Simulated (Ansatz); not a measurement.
# Ni2F: the cost of one run

Program: Ansatz 0.2.0. Level of theory: DFT PBE, scalar-relativistic, plane waves, PAW. These are calculated values, not measurements.

## Step 1: Starting point

The structure is tetragonal, space group P4/nmm (No. 129). Conventional cell: a = 3.316 Å, b = 3.316 Å, c = 5.059 Å, α = 90.00°, β = 90.00°, γ = 90.00°. Ni (site symmetry -4m2) has 8 Ni at 2.15 to 2.34 Å and 4 F at 2.25 Å as nearest neighbours. Ni (site symmetry 4mm) has 4 Ni at 2.15 Å and 5 F at 2.18 to 2.35 Å as nearest neighbours. F (site symmetry 4mm) is surrounded by 9 Ni at 2.18 to 2.35 Å.

Structure file:

```cif
data_structure
_symmetry_space_group_name_H-M 'P4/nmm:1'
_symmetry_Int_Tables_number 129
_cell_length_a 3.3158
_cell_length_b 3.3158
_cell_length_c 5.0593
_cell_angle_alpha 90.000
_cell_angle_beta 90.000
_cell_angle_gamma 90.000
_cell_volume 55.62
loop_
_atom_site_label
_atom_site_type_symbol
_atom_site_symmetry_multiplicity
_atom_site_Wyckoff_symbol
_atom_site_fract_x
_atom_site_fract_y
_atom_site_fract_z
_atom_site_occupancy
Ni1 Ni 2 a 0.00000 0.00000 0.00000 1
Ni2 Ni 2 c 0.00000 0.50000 0.27000 1
F1 F 2 c 0.00000 0.50000 0.70000 1
```

(A quick probe on a coarse mesh, which set the mesh and smearing, is not shown.)

## Step 3: A loose first relaxation

input.yaml reads:

```yaml
crystal:
  lattice:
    - [3.3158054196, 0.0, 0.0]
    - [0.0, 3.3158054196, 0.0]
    - [0.0, 0.0, 5.0592612252]
  atoms:
    - { symbol: Ni, position: [0.0, 0.0, 0.0], spin: 0.89 }
    - { symbol: Ni, position: [0.5, 0.5, 0.0], spin: 0.89 }
    - { symbol: Ni, position: [0.0, 0.5, 0.27], spin: 0.88 }
    - { symbol: Ni, position: [0.5, 0.0, 0.73], spin: 0.88 }
    - { symbol: F, position: [0.0, 0.5, 0.7] }
    - { symbol: F, position: [0.5, 0.0, 0.3] }
basis:
  ecutwfc: 420
kpoints:
  mp_grid: { grid: [6, 6, 4] }
hamiltonian:
  xc: pbe
scf:
  occupations: { method: gaussian, width: 0.1 }
  lower_state_search: "off"
output:
  forces: true
  stress: true
  eigenvalues: true
  populations: true
magnetization:
  spin_polarized: true
relax:
  adjacent_minimum: "off"
  f_tol: 0.04
  max_steps: 70
  cell: { stress_tol: 0.4 }
```

Command:

```console
$ ansatz run input.yaml --threads 1 --pin off --max-ram 2560MiB --backend cpu --events-out ev --progress --plain --runs-dir out
```

What time and memory should one allow on 1 thread of Arm Neoverse V2, shared host?

About 4.4 min, with a peak of 0.47 GiB.
